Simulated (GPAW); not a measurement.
# GaB (P4/mmm) in GPAW: single point with TB-mBJ

Aim: the single point of GaB with TB-mBJ.

Program: GPAW 26.7.0. These are calculated values, not measurements. Logs are shortened: lines on timing, memory, paths and dates and some standing lists are left out, and cuts for length are marked. The log counts tension as positive stress, the text compression.

## (1) The structure

Symmetry: P4/mmm, No. 123, tetragonal system. The conventional cell has a = 2.718 Å, b = 2.718 Å, c = 3.236 Å, α = 90.00°, β = 90.00°, γ = 90.00°. Ga (site symmetry 4/mmm) has 8 B at 2.51 Å and 4 Ga at 2.72 Å as nearest neighbours. B (site symmetry 4/mmm) has 8 Ga at 2.51 Å and 4 B at 2.72 Å as nearest neighbours.

The cell was built by a generator and needn't be a form met in nature.

## (2) Single point, TB-mBJ

File run.py:

```python
from ase import Atoms
from ase.dft.bandgap import bandgap
from ase.io import write
from gpaw import GPAW, PW

atoms = Atoms(['Ga', 'B'],
              cell=[[2.71824, 0.0, 0.0],
                    [0.0, 2.71824, 0.0],
                    [0.0, 0.0, 3.23621]],
              scaled_positions=[[0.5, 0.5, 0.5],
                                [0.0, 0.0, 0.0]],
              pbc=True)

calc = GPAW(mode=PW(800),
            xc='TB09',
            kpts={'size': (10, 10, 8), 'gamma': True},
            occupations={'name': 'fermi-dirac', 'width': 0.05},
            nbands=10,
            convergence={'density': 1e-05, 'energy': 1e-05},
            eigensolver='cg',
            maxiter=150,
            txt='gpaw.txt')
atoms.calc = calc
energy = atoms.get_potential_energy()
calc.write('gs.gpw')
write('result.traj', atoms)
print('Fermi level:', round(calc.get_fermi_level(), 4), 'eV')
print(f'Gap: {bandgap(calc)[0]:.4f} eV, direct: {bandgap(calc, direct=True)[0]:.4f} eV')
```

Potentials or basis: GPAW PAW data sets for LDA (gpaw-data 1.2.1), pw.

Run with:

```
> OMP_NUM_THREADS=1 python run.py
```

gpaw.txt:

```text
___ ___ ___ _ _ _
 |   |   |_  | | | |
 | | | | | . | | | |
 |__ |  _|___|_____|  26.7.0
 |___|_|

Input parameters:
  convergence: {density: 1e-05,
                energy: 1e-05}
  eigensolver: cg
  kpts: {gamma: True,
         size: (10, 10, 8)}
  maxiter: 150
  mode: {ecut: 800.0,
         name: pw}
  nbands: 10
  occupations: {name: fermi-dirac,
                width: 0.05}
  xc: TB09

System changes: positions, numbers, cell, pbc, initial_charges, initial_magmoms

Initialize ...

species:
  Ga:
    name:    Gallium
    Z:       31.0
    valence: 3
    core:    28
    charge:  0.0  # [|e|]
    compensation charges:
      type: gauss
      rc: 0.37  # [Å]
      lmax: 2
    cutoffs:
      filter: 2.06  # [Å]
      core: 4.17  # [Å]
    projectors
    | kind |    occ | energy [eV] | rcut [Å] |
    |------|--------|-------------|----------|
    |   4s |  2.000 |      -9.167 |    1.164 |
    |   4p |  1.000 |      -2.734 |    1.164 |
    |    s |        |      18.045 |    1.164 |
    |    p |        |      24.478 |    1.164 |
    |    d |        |       0.000 |    1.164 |

    Using partial waves for Ga as LCAO basis

  B:
    name:    Boron
    Z:       5.0
    valence: 3
    core:    2
    charge:  0.0  # [|e|]
    compensation charges:
      type: gauss
      rc: 0.20  # [Å]
      lmax: 2
    cutoffs:
      filter: 1.14  # [Å]
      core: 1.42  # [Å]
    projectors
    | kind |    occ | energy [eV] | rcut [Å] |
    |------|--------|-------------|----------|
    |   2s |  2.000 |      -9.383 |    0.635 |
    |   2p |  1.000 |      -3.714 |    0.635 |
    |    s |        |      17.828 |    0.635 |
    |    p |        |      23.498 |    0.635 |
    |    d |        |       0.000 |    0.635 |

    Using partial waves for B as LCAO basis

Reference energy: -53470.670387  # eV

Spin-paired calculation

Convergence criteria:
 Maximum [total energy] change in last 3 cyles: 1e-05 eV / valence electron
 Maximum integral of absolute [dens]ity change: 1e-05 electrons / valence electron
 Maximum integral of absolute [eigenst]ate change: 4e-08 eV^2 / valence electron
 Maximum number of scf [iter]ations: 150
 (Square brackets indicate name in SCF output, whereas a 'c' in
 the SCF output indicates the quantity has converged.)

Symmetries present (total): 16

  ( 1  0  0)  ( 1  0  0)  ( 1  0  0)  ( 1  0  0)  ( 0  1  0)  ( 0  1  0)
  ( 0  1  0)  ( 0  1  0)  ( 0 -1  0)  ( 0 -1  0)  ( 1  0  0)  ( 1  0  0)
  ( 0  0  1)  ( 0  0 -1)  ( 0  0  1)  ( 0  0 -1)  ( 0  0  1)  ( 0  0 -1)

  ( 0  1  0)  ( 0  1  0)  ( 0 -1  0)  ( 0 -1  0)  ( 0 -1  0)  ( 0 -1  0)
  (-1  0  0)  (-1  0  0)  ( 1  0  0)  ( 1  0  0)  (-1  0  0)  (-1  0  0)
  ( 0  0  1)  ( 0  0 -1)  ( 0  0  1)  ( 0  0 -1)  ( 0  0  1)  ( 0  0 -1)

  (-1  0  0)  (-1  0  0)  (-1  0  0)  (-1  0  0)
  ( 0  1  0)  ( 0  1  0)  ( 0 -1  0)  ( 0 -1  0)
  ( 0  0  1)  ( 0  0 -1)  ( 0  0  1)  ( 0  0 -1)

800 k-points: 10 x 10 x 8 Monkhorst-Pack grid + [1/20,1/20,1/16]
105 k-points in the irreducible part of the Brillouin zone
       k-points in crystal coordinates                weights
   0:     0.00000000    0.00000000    0.00000000          1/800
   1:     0.00000000    0.00000000    0.12500000          2/800
   2:     0.00000000    0.00000000    0.25000000          2/800
   3:     0.00000000    0.00000000    0.37500000          2/800
   4:     0.00000000    0.00000000    0.50000000          1/800
   5:     0.10000000    0.00000000    0.00000000          4/800
   6:     0.10000000    0.00000000    0.12500000          8/800
   7:     0.10000000    0.00000000    0.25000000          8/800
   8:     0.10000000    0.00000000    0.37500000          8/800
   9:     0.10000000    0.00000000    0.50000000          4/800
          ...
 104:     0.50000000    0.50000000    0.50000000          1/800

Wave functions: Plane wave expansion
  Cutoff energy: 800.000 eV
  Number of coefficients (min, max): 1216, 1248
  Pulay-stress correction: 0.000000 eV/Ang^3 (de/decut=0.000000)
  Using FFTW library
  ScaLapack parameters: grid=1x1, blocksize=None
  Wavefunction extrapolation:
    Improved wavefunction reuse through dual PAW basis

Occupation numbers: Fermi-Dirac:
  width: 0.0500  # eV

Eigensolver
   CG(niter=4, rtol=3.0e-01)

Densities:
  Coarse grid: 18*18*24 grid
  Fine grid: 36*36*48 grid
  Total Charge: 0.000000

Density mixing:
  Method: separate
  Backend: msr1
  Linear mixing parameter: 0.05
  old densities: 10
  Width of damping distribution: 1.1
  Damping of long wavelength oscillations: 20

Hamiltonian:
  XC and Coulomb potentials evaluated on a 36*36*48 grid
  Using the TB09 Exchange-Correlation functional
  External potential:
    NoExternalPotential

XC parameters: TB09 with 2 nearest neighbor stencil

Number of atoms: 2
Number of atomic orbitals: 8
Number of bands in calculation: 10
Number of valence electrons: 6
Bands to converge: occupied

... initialized

Initializing position-dependent things.

Density initialized from atomic densities
Creating initial wave functions:
  8 bands from LCAO basis set
  2 bands from random numbers

   .------.
  /|      |
 * |      |
 | |  Ga  |
 | .------.
 |/      /
 B------*

Atomic positions and initial magnetic moments

Positions:
   0 Ga     1.359120    1.359120    1.618105    ( 0.0000,  0.0000,  0.0000)
   1 B      0.000000    0.000000    0.000000    ( 0.0000,  0.0000,  0.0000)

Unit cell:
           periodic     x           y           z      points  spacing
  1. axis:    yes    2.718240    0.000000    0.000000    18     0.1510
  2. axis:    yes    0.000000    2.718240    0.000000    18     0.1510
  3. axis:    yes    0.000000    0.000000    3.236210    24     0.1348

  Lengths:   2.718240   2.718240   3.236210
  Angles:   90.000000  90.000000  90.000000

Effective grid spacing dv^(1/3) = 0.1454

iter:   1  2072.033051
iter:   2  2073.390107   +1.02  -0.63
iter:   3  2073.417067   -0.18  -1.04
iter:   4  2073.954112   -1.00  -0.97
iter:   5  2074.598971   -1.60  -1.15
iter:   6  2075.311220   -1.73  -1.32
iter:   7  2075.293128   -2.49  -1.70
iter:   8  2075.222418   -2.97  -1.70
iter:   9  2075.244984   -3.67  -1.82
iter:  10  2075.235261   -4.17  -1.91
iter:  11  2075.198870   -3.51  -1.96
iter:  12  2075.170431   -3.87  -2.36
iter:  13  2075.141427   -4.67  -2.84
iter:  14  2075.143589   -5.21  -2.99
iter:  15  2075.153514   -5.15  -3.07
iter:  16  2075.153556   -5.50  -3.47
iter:  17  2075.148770   -4.92  -3.47
iter:  18  2075.149001   -5.25  -3.39
iter:  19  2075.147422   -5.70  -3.85
iter:  20  2075.147391   -6.13  -3.77
iter:  21  2075.146974   -6.64  -5.28c
iter:  22  2075.146981   -7.47c -5.20c
iter:  23  2075.147016c  -7.91c -5.12c

Converged after 23 iterations.

Dipole moment: (-0.000000, -0.000000, 0.000000) |e|*Ang

Energy contributions relative to reference atoms: (reference = -53470.670387)

Kinetic:        +12.763649
Potential:       -9.018670
External:        +0.000000
XC:            +2071.377780
Entropy (-ST):   -0.005648
Local:           +0.027081
SIC:             +0.000000
--------------------------
Free energy:   +2075.144192
Extrapolated:  +2075.147016

Showing only first 2 kpts
 Kpt  Band  Eigenvalues  Occupancy
  0     1      6.36403    2.00000
  0     2     10.03348    0.00000
  0     3     10.95614    0.00000
  0     4     10.95614    0.00000

  1     1      4.69786    2.00000
  1     2     11.13327    0.00000
  1     3     11.13327    0.00000
  1     4     11.78571    0.00000

Fermi level: 8.03811

No gap
No difference between direct/indirect transitions
Writing to gs.gpw (mode='')
```

stdout:

```text
Fermi level: 8.0381 eV
Gap: 0.0000 eV, direct: 0.0000 eV
```

Wall time 57 s (1 thread of Arm Neoverse V1, shared host); peak memory 0.23 GiB.

Results:

| Quantity | Value |
| --- | --- |
| Band gap on the k mesh | none (metal or under the smearing width) |

Levels at points of the mesh, in eV from the Fermi level:
```csv
k point,band 1,band 2,band 3,band 4,band 5,band 6
"(0.00, 0.00, 0.00)",-13.37,-1.67,2.00,2.92,2.92,8.96
"(0.00, 0.00, 0.50)",-10.01,-9.93,4.55,4.55,8.22,9.79
"(0.50, 0.00, 0.00)",-8.70,-8.33,1.85,5.32,5.65,5.72
"(0.50, 0.00, 0.50)",-5.47,-5.35,-5.30,-4.19,5.84,10.65
"(0.50, 0.50, 0.00)",-4.45,-4.45,-3.75,-1.87,3.42,8.06
"(0.50, 0.50, 0.50)",-1.96,-1.41,-1.41,-0.56,0.22,0.22
```

Caveat: a model potential gives levels but no total energy.
